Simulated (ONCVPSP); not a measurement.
**An ONCV potential for gallium, from input to tests**

Aim: build the potential from the settings below, then test how well it stands in for the atom: other configurations, scattering, ghost states and the plane-wave cutoff that it needs.

Program: ONCVPSP 4.0.1.1 (patched build). Reference atom: PBE, scalar-relativistic, spherical and spin-unpolarised. All values are calculated.

**1. The design**

Typed settings, in words:

```
element                 : gallium (Ga, Z = 31)
type                    : optimised norm-conserving Vanderbilt (ONCV)
frozen core             : [Ne]
valence charge          : 21
reference configuration : 3s2 3p6 3d10 4s2 4p1
partial waves           : 3s+4s: rc 1.20 bohr, ncon 4, nbas 7, qcut 8.9 1/bohr, 2 projectors; 3p+4p: rc 0.95 bohr, ncon 3, nbas 7, qcut 16.5 1/bohr, 2 projectors; 3d: rc 0.95 bohr, ncon 5, nbas 10, qcut 14.2 1/bohr, local
local potential         : the d channel
core correction         : polynomial model core, fcfact 0.7
```

**2. Generating the potential**

The input, Ga.dat:

```
# ATOM AND REFERENCE CONFIGURATION
# atsym  z   nc   nv     iexc    psfile
  Ga 31.00    3    5        4      upf
#
#   n    l    f
    1    0    2.00
    2    0    2.00
    2    1    6.00
    3    0    2.00
    3    1    6.00
    3    2   10.00
    4    0    2.00
    4    1    1.00
#
# PSEUDOPOTENTIAL AND OPTIMIZATION
# lmax
    2
#
#   l,   rc,      ep,       ncon, nbas, qcut
    0    1.20    0.00    4    7    8.90
    1    0.95    0.00    3    7   16.50
    2    0.95    0.00    5   10   14.20
#
# LOCAL POTENTIAL
# lloc, lpopt,  rc(5),   dvloc0
    2    5    0.95    0.00
#
# VANDERBILT-KLEINMAN-BYLANDER PROJECTORs
# l, nproj, debl
    0    2    0.60
    1    2    1.10
    2    0    3.00
#
# MODEL CORE CHARGE
# icmod, fcfact, rcfact
    1    0.70    0.00
#
# LOG DERIVATIVE ANALYSIS
# epsh1, epsh2, depsh
   -7.00    5.00    0.04
#
# OUTPUT GRID
# rlmax, drl
    6.00    0.01
#
# TEST CONFIGURATIONS
# ncnf
    4
# nvcnf
#   n    l    f
    5
    3    0    2.00
    3    1    6.00
    3    2   10.00
    4    0    2.00
    4    1    0.00
#
    5
    3    0    2.00
    3    1    6.00
    3    2   10.00
    4    0    1.00
    4    1    0.00
#
    5
    3    0    2.00
    3    1    6.00
    3    2   10.00
    4    0    0.00
    4    1    0.00
#
    5
    3    0    2.00
    3    1    5.00
    3    2   10.00
    4    0    2.00
    4    1    1.00
#
```

Command:

```
$ oncvpsp.x < Ga.dat > Ga.out
```

What does the calculation give? Wanted: cutoffs for 1 and 0.1 mHa per electron, occupied waves; bound ghosts; GHOST(+) flags; largest test error; largest phase difference near zero energy, channels read; rms error of d²Exc/dn², without and with the model core.

The runs gave:

| quantity | value |
| --- | --- |
| cutoffs for 1 and 0.1 mHa per electron, occupied waves | 100 Ha and 359 Ha |
| bound ghosts | none found |
| GHOST(+) flags | s at 749 eV |
| largest test error (AE − PS) | -88 meV, for 3s2 3p5 3d10 4s2 4p1 (1 test unsolved) |
| largest phase difference near zero energy, channels read | 0.008 rad |
| rms error of d²Exc/dn², without and with the model core | 2.88 and 1.68 mHa |

By total energies transferability is fair where solved: the largest error is 88 meV on 108.2 eV, for 3s2 3p5 3d10 4s2 4p1. That test lies far up in energy; among those under 40 eV, nearer to bonding, the largest error is 1.9 meV. Of the tests 1 gave no usable energy difference, which is a warning in itself. It counts as very hard, with 100 Ha needed at the looser tolerance. The tighter tolerance needs 359 Ha, and converged work needs a cutoff nearer that. At the looser tolerance the 3d wave is the slowest; 3p needs 53 Ha. It is free of bound ghosts as far as tested. Near zero energy the phases of the channels with partial waves agree within 0.008 rad. The program also flags highly localised states, GHOST(+) (s).
